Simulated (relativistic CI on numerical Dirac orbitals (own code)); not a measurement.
**Hf XXIII (Hf²²⁺): levels and lines**

Aim: the low levels of Hf²²⁺, their labels and the strongest lines; runs with one setting changed show what the result hangs on.

Program: relativistic CI on numerical Dirac orbitals (own code) version 2. Level of theory: Dirac-Coulomb-Breit CI, KLI orbitals optimised for each configuration, model QED (radiative potential, 1s self-energy scaled to tabulated hydrogen-like ionisation energies). These are calculated values, not measurements, unless marked.

## Step 1: Starting point

- ion: Hf²²⁺ (Hf XXIII)
- nuclear charge: 72
- electrons: 50
- isotope: A = 180
- first configuration typed: [Kr] 4d10 4f4

Outer shells as boxes (Hund's rule):

first configuration typed
```
[Kr] core
4d [↑↓][↑↓][↑↓][↑↓][↑↓]
4f [↑ ][↑ ][↑ ][↑ ][  ][  ][  ]
```

## Step 2: The main run

Settings of the run:

```ini
atom Hf  Z=72  charge=22  electrons=50
nucleus A=180  rms_radius_fm=5.3470
hamiltonian dirac-coulomb  breit=on  qed=on  c_scale=1
orbitals kli  potential=per-configuration
slater_scale 1
correlation none
mixing on
configurations
  [Kr] 4d10 4f4
  [Kr] 4d10 4f3 5s
  [Kr] 4d10 4f2 5s2
  [Kr] 4d10 4f3 5p
  [Kr] 4d9 4f5
  [Kr] 4d10 4f2 5s 5p
  [Kr] 4d10 4f2 5p2
  [Kr] 4d10 4f3 5d
  [Kr] 4d10 4f2 5s 5d
  [Ar] 3d10 4s2 4p5 4d10 4f5
  [Kr] 4d10 4f2 5p 5d
  [Kr] 4d9 4f3 5s2
  [Kr] 4d9 4f4 5s
  [Kr] 4d10 4f3 5f
  [Kr] 4d10 4f2 5d2
  [Kr] 4d10 4f3 6s
  [Ar] 3d10 4s 4p6 4d10 4f5
  [Kr] 4d10 4f3 5g
  [Kr] 4d10 4f3 6d
end
```

Main fields of the result record, rounded:

```text
status: converged
levels [i, E_cm, J2, conf, term, w_term, jj, w_jj, g, tau_s]:
  - [0, 0, 8, "4s2 4p6 4d10 4f4", "5I", 0.8711, "4f5/2^4", 0.5119, 0.6255, "-"]
  - [1, 10469.221, 10, "4s2 4p6 4d10 4f4", "5I", 0.9352, "4f5/2^3 4f7/2", 0.743, 0.9058, 0.01534]
  - [2, 20098.752, 12, "4s2 4p6 4d10 4f4", "5I", 0.9268, "4f5/2^2 4f7/2^2", 0.6434, 1.061, 0.0159]
  - [3, 28596.081, 14, "4s2 4p6 4d10 4f4", "5I", 0.8428, "4f5/2^2 4f7/2^2", 0.4825, 1.151, 0.02738]
  - [4, 35808.876, 4, "4s2 4p6 4d10 4f4", "5F", 0.5328, "4f5/2^4", 0.6237, 1.006, 64.64]
  - [5, 36160.469, 16, "4s2 4p6 4d10 4f4", "5I", 0.7207, "4f5/2^2 4f7/2^2", 0.4128, 1.206, 0.0672]
  - [6, 37706.776, 2, "4s2 4p6 4d10 4f4", "5F", 0.8378, "4f5/2^3 4f7/2", 0.846, 0.0874, 2.237]
  - [7, 41877.613, 8, "4s2 4p6 4d10 4f4", "3G", 0.2768, "4f5/2^3 4f7/2", 0.481, 1.049, 0.004283]
  - [8, 43855.43, 6, "4s2 4p6 4d10 4f4", "5F", 0.7618, "4f5/2^3 4f7/2", 0.7404, 1.184, 0.04095]
  - [9, 46659.96, 4, "4s2 4p6 4d10 4f4", "5S", 0.6596, "4f5/2^3 4f7/2", 0.51, 1.744, 0.08855]
  - [10, 49045.22, 4, "4s2 4p6 4d10 4f4", "5G", 0.6856, "4f5/2^3 4f7/2", 0.6783, 0.5215, 0.03723]
  - [11, 50000.372, 12, "4s2 4p6 4d10 4f4", "3K", 0.8986, "4f5/2^2 4f7/2^2", 0.5192, 0.8733, 0.003601]
  - [12, 51469.663, 6, "4s2 4p6 4d10 4f4", "5G", 0.5813, "4f5/2^3 4f7/2", 0.9135, 0.9059, 0.01416]
  - [13, 53936.895, 14, "4s2 4p6 4d10 4f4", "3L", 0.4575, "4f5/2^3 4f7/2", 0.5833, 0.9696, 0.003989]
  - [14, 54627.341, 10, "4s2 4p6 4d10 4f4", "5F", 0.4507, "4f5/2^2 4f7/2^2", 0.5001, 1.256, 0.008359]
  - [15, 55224.202, 8, "4s2 4p6 4d10 4f4", "5F", 0.6716, "4f5/2^2 4f7/2^2", 0.7305, 1.207, 0.004497]
  - [16, 58854.983, 16, "4s2 4p6 4d10 4f4", "3M", 0.292, "4f5/2^3 4f7/2", 0.6707, 1.026, 0.005543]
  - [17, 65564.866, 8, "4s2 4p6 4d10 4f4", "5G", 0.6825, "4f5/2^2 4f7/2^2", 0.7783, 1.053, 0.002849]
  - [18, 66048.184, 10, "4s2 4p6 4d10 4f4", "5F", 0.4228, "4f5/2^2 4f7/2^2", 0.469, 1.232, 0.004467]
  - [19, 67395.994, 4, "4s2 4p6 4d10 4f4", "3D", 0.3482, "4f5/2^2 4f7/2^2", 0.6432, 1.174, 0.003082]
  - [20, 67823.481, 6, "4s2 4p6 4d10 4f4", "3G", 0.5825, "4f5/2^2 4f7/2^2", 0.8193, 0.8534, 0.004098]
  - [21, 72574.256, 2, "4s2 4p6 4d10 4f4", "3P", 0.5781, "4f5/2^2 4f7/2^2", 0.8251, 1.038, 0.00373]
  - [22, 75538.434, 10, "4s2 4p6 4d10 4f4", "5G", 0.5965, "4f5/2^2 4f7/2^2", 0.5451, 1.162, 0.00447]
  - [23, 75686.07, 4, "4s2 4p6 4d10 4f4", "1D", 0.4075, "4f5/2^2 4f7/2^2", 0.5516, 1.014, 0.003746]
  - [24, 75697.044, 14, "4s2 4p6 4d10 4f4", "3L", 0.4912, "4f5/2 4f7/2^3", 0.5727, 0.9519, 0.002263]
  - [25, 76095.814, 16, "4s2 4p6 4d10 4f4", "3L", 0.5493, "4f5/2^2 4f7/2^2", 0.8815, 0.9941, 0.007508]
  - [26, 77035.04, 12, "4s2 4p6 4d10 4f4", "5G", 0.557, "4f5/2^2 4f7/2^2", 0.54, 1.245, 0.005487]
  - [27, 77602.858, 18, "4s2 4p6 4d10 4f4", "3M", 0.5266, "4f5/2^2 4f7/2^2", 0.9389, 1.056, 0.007499]
  - [28, 78260.765, 0, "4s2 4p6 4d10 4f4", "3P", 0.9777, "4f5/2^2 4f7/2^2", 0.8355, "-", 0.02733]
  - [29, 79162.789, 6, "4s2 4p6 4d10 4f4", "3D", 0.5758, "4f5/2^2 4f7/2^2", 0.7845, 1.26, 0.006691]
  - [30, 79285.022, 8, "4s2 4p6 4d10 4f4", "3F", 0.5804, "4f5/2^2 4f7/2^2", 0.7027, 1.191, 0.003275]
  - [31, 79440.573, 16, "4s2 4p6 4d10 4f4", "3K", 0.3921, "4f5/2^2 4f7/2^2", 0.5581, 1.026, 0.002973]
  - [32, 80114.926, 10, "4s2 4p6 4d10 4f4", "3I", 0.6062, "4f5/2^3 4f7/2", 0.556, 0.908, 0.003897]
  - [33, 83786.488, 0, "4s2 4p6 4d10 4f4", "5D", 0.8088, "4f5/2^2 4f7/2^2", 0.5083, "-", 0.03842]
  - [34, 83850.086, 12, "4s2 4p6 4d10 4f4", "3H", 0.4178, "4f5/2^2 4f7/2^2", 0.5132, 1.174, 0.01363]
  - [35, 86191.22, 8, "4s2 4p6 4d10 4f4", "3G", 0.642, "4f5/2 4f7/2^3", 0.711, 1.049, 0.00236]
  - [36, 86460.425, 4, "4s2 4p6 4d10 4f4", "3F", 0.6024, "4f5/2^2 4f7/2^2", 0.8374, 0.7134, 0.001617]
  - [37, 88325.427, 2, "4s2 4p6 4d10 4f4", "5D", 0.8376, "4f5/2^3 4f7/2", 0.7211, 1.477, 0.02297]
  - [38, 90911.044, 12, "4s2 4p6 4d10 4f4", "3I", 0.4699, "4f5/2^2 4f7/2^2", 0.459, 1.077, 0.002915]
  - [39, 90998.011, 14, "4s2 4p6 4d10 4f4", "3I", 0.7581, "4f5/2^2 4f7/2^2", 0.6793, 1.106, 0.005355]
  - [40, 92902.512, 20, "4s2 4p6 4d10 4f4", "3M", 0.9159, "4f5/2^2 4f7/2^2", 0.5714, 1.089, 0.02386]
  - [41, 93079.234, 4, "4s2 4p6 4d10 4f4", "5D", 0.5458, "4f5/2^2 4f7/2^2", 0.4374, 1.381, 0.005857]
  - [42, 95000.726, 2, "4s2 4p6 4d10 4f4", "3D", 0.5272, "4f5/2 4f7/2^3", 0.9125, 0.8859, 0.002036]
  - [43, 95426.318, 6, "4s2 4p6 4d10 4f4", "3F", 0.5411, "4f5/2 4f7/2^3", 0.7034, 1.185, 0.002396]
  - [44, 95790.916, 18, "4s2 4p6 4d10 4f4", "3L", 0.5266, "4f5/2 4f7/2^3", 0.9389, 1.061, 0.005644]
  - "... 355 more rows left out ..."
lines, the strongest and those to the lowest levels [upper, lower, type, S_au, A_per_s, branching]:
  - [1, 0, "M1", 23.16, 65.18, 1]
  - [2, 1, "M1", 33.94, 62.88, 1]
  - [3, 2, "M1", 33.11, 36.53, 1]
  - [7, 0, "M1", 0.8322, 183.2, 0.7845]
  - [7, 1, "M1", 0.5419, 50.32, 0.2155]
  - [11, 1, "M1", 1.715, 219.8, 0.7916]
  - [11, 2, "M1", 1.038, 57.57, 0.2073]
  - [13, 2, "M1", 2.285, 159.2, 0.635]
  - [14, 1, "M1", 0.1901, 40.15, 0.3356]
  - [15, 0, "M1", 0.1685, 85.05, 0.3825]
  - [15, 1, "M1", 0.2109, 56.67, 0.2548]
  - [17, 0, "M1", 0.07779, 65.71, 0.1872]
  - [17, 1, "M1", 0.2163, 108.4, 0.3088]
  - [18, 1, "M1", 0.1414, 59.53, 0.2659]
  - [18, 2, "M1", 0.3742, 89.03, 0.3977]
  - [22, 2, "M1", 0.2678, 111.9, 0.5002]
  - [24, 2, "M1", 0.2634, 81.42, 0.1842]
  - [270, 108, "E1", 2.252, 3.718e+10, 0.7831]
  - [272, 109, "E1", 2.81, 3.987e+10, 0.8392]
  - [275, 111, "E1", 3.501, 4.365e+10, 0.9116]
  - [283, 114, "E1", 4.342, 4.846e+10, 0.9986]
  - [284, 122, "E1", 1.984, 2.549e+10, 0.581]
  - [285, 117, "E1", 2.109, 3.371e+10, 0.7295]
  - [296, 114, "E1", 1.75, 2.296e+10, 0.4735]
  - [296, 122, "E1", 1.927, 2.298e+10, 0.474]
  - [309, 127, "E1", 1.988, 3.217e+10, 0.6841]
  - [317, 129, "E1", 2.759, 3.95e+10, 0.8035]
  - [330, 131, "E1", 2.506, 3.25e+10, 0.6652]
  - [336, 136, "E1", 2.437, 4.062e+10, 0.8313]
  - [342, 138, "E1", 4.197, 4.855e+10, 0.9644]
  - [344, 144, "E1", 2.94, 4.163e+10, 0.8667]
  - [349, 148, "E1", 2.57, 4.134e+10, 0.867]
  - [359, 164, "E1", 1.932, 1.993e+10, 0.4399]
  - [376, 153, "E1", 2.238, 3.394e+10, 0.6753]
  - [389, 159, "E1", 2.484, 3.008e+10, 0.5783]
  - [391, 164, "E1", 4.846, 5.199e+10, 1]
n_levels_all: 9784
total_energy [Ha]: -14868.594412
configurations [conf, odd, states, E_av_cm, breit_Ha, qed_Ha, corr_Ha]:
  - ["4s2 4p6 4d10 4f4", 0, 1001, 115016, 15.57, 10.56, "-"]
  - ["4s2 4p6 4d10 4f3 5s", 1, 728, 681517, 15.59, 10.58, "-"]
  - ["4s2 4p6 4d10 4f2 5s2", 0, 91, 1.32109e+06, 15.61, 10.59, "-"]
  - ["4s2 4p6 4d10 4f3 5p", 0, 2184, 1.10312e+06, 15.59, 10.57, "-"]
  - ["4s2 4p6 4d9 4f5", 1, 20020, 1.75455e+06, 15.56, 10.56, "-"]
  - ["4s2 4p6 4d10 4f2 5s 5p", 1, 1092, 1.72159e+06, 15.61, 10.58, "-"]
  - ["4s2 4p6 4d10 4f2 5p2", 0, 1365, 2.16388e+06, 15.61, 10.57, "-"]
  - ["4s2 4p6 4d10 4f3 5d", 1, 3640, 1.68034e+06, 15.58, 10.57, "-"]
  - ["4s2 4p6 4d10 4f2 5s 5d", 0, 1820, 2.31763e+06, 15.6, 10.58, "-"]
  - ["4s2 4p5 4d10 4f5", 0, 12012, 3.3339e+06, 15.53, 10.56, "-"]
  - ["4s2 4p6 4d10 4f2 5p 5d", 1, 5460, 2.74232e+06, 15.6, 10.57, "-"]
  - ["4s2 4p6 4d9 4f3 5s2", 1, 3640, 2.9389e+06, 15.59, 10.59, "-"]
  - ["4s2 4p6 4d9 4f4 5s", 0, 20020, 2.31062e+06, 15.57, 10.58, "-"]
  - ["4s2 4p6 4d10 4f3 5f", 0, 5096, 2.291e+06, 15.58, 10.57, "-"]
  - "... 5 more rows left out ..."
radial 4s2 4p6 4d10 4f4 [Ha, bohr]: {"<r^-3>(4f)": 25.27, "<r^1>(4f)": 0.48796, "<r^2>(4f)": 0.27522, "<r^4>(4f)": 0.12716, "<r^6>(4f)": 0.089147, "F2(4f,4f)": 0.96539, "F4(4f,4f)": 0.62557, "F6(4f,4f)": 0.45624, "zeta(4f)": 0.027339}
radial 4s2 4p6 4d10 4f3 5s [Ha, bohr]: {"<r^-3>(4f)": 25.885, "<r^1>(4f)": 0.48284, "<r^2>(4f)": 0.26935, "<r^4>(4f)": 0.12184, "<r^6>(4f)": 0.083935, "F2(4f,4f)": 0.97748, "F4(4f,4f)": 0.63387, "F6(4f,4f)": 0.46245, "zeta(4f)": 0.028176, "<r^1>(5s)": 0.86153, "<r^2>(5s)": 0.82644, "<r^4>(5s)": 0.92316, "G3(4f,5s)": 0.14716}
ionisation_energy [eV]: 627.282
```

Wall time 14 s (1 thread, shared host).

The lowest levels, by name:

```tsv
level	energy (cm⁻¹)	LS purity (%)	jj purity (%)	radiative lifetime (s)
4f4 5I4	0.0	87	51	-
4f4 5I5	10469.2	94	74	0.015
4f4 5I6	20099	93	64	0.016
4f4 5I7	28596	84	48	0.027
4f4 5F2	35809	53	62	65
4f4 5I8	36160	72	41	0.067
4f4 5F1	37707	84	85	2.2
4f4 [4f5/2^3 4f7/2] J=4	41878	28	48	0.0043
4f4 5F3	43855	76	74	0.041
4f4 5S2	46660	66	51	0.089
4f4 5G2	49045	69	68	0.037
4f4 3K6	50000	90	52	0.0036
4f4 [4f5/2^3 4f7/2] J=3 (ii)	51470	58	91	0.014
4f4 3L7 + 3K	53937	46	58	0.004
```

Where the configurations lie:

```tsv
configuration	levels among the lowest 60	parity	lowest (cm⁻¹)	highest (cm⁻¹)
4f4	60	even	0.0	118767
```

Strongest E1 lines among the lowest 400 of 9784 levels, by gA:

```tsv
upper	lower	wavelength (nm)	A (1/s)
4f3 5p 3M10	4f3 5s 3L°9	20.80	5.2e+10
4f3 5p 3L9 (ii)	4f3 5s 3K°8	20.97	4.85e+10
4f3 5p 5K9	4f3 5s 5I°8	21.22	4.85e+10
4f3 5p 5K8	4f3 5s 5I°7	21.22	4.36e+10
4f3 5p 5H7 (ii)	4f3 5s 5G°6	21.21	4.16e+10
4f3 5p [4f5/2^2 4f7/2 5p3/2] J=7	4f3 5s 5I°6	21.19	3.99e+10
4f3 5p 3I7 (iii)	4f3 5s 3H°6	21.13	3.95e+10
4f3 5p 1M9	4f3 5s 3L°8	20.65	3.01e+10
4f3 5p [4f5/2^2 4f7/2 5p3/2] J=8 (ii)	4f3 5s 3K°7	20.95	3.25e+10
4f3 5p [4f7/2^3 5p3/2] J=6	4f3 5s 3G°5 (ii)	21.32	4.13e+10
```

[end of part 1 of 2]
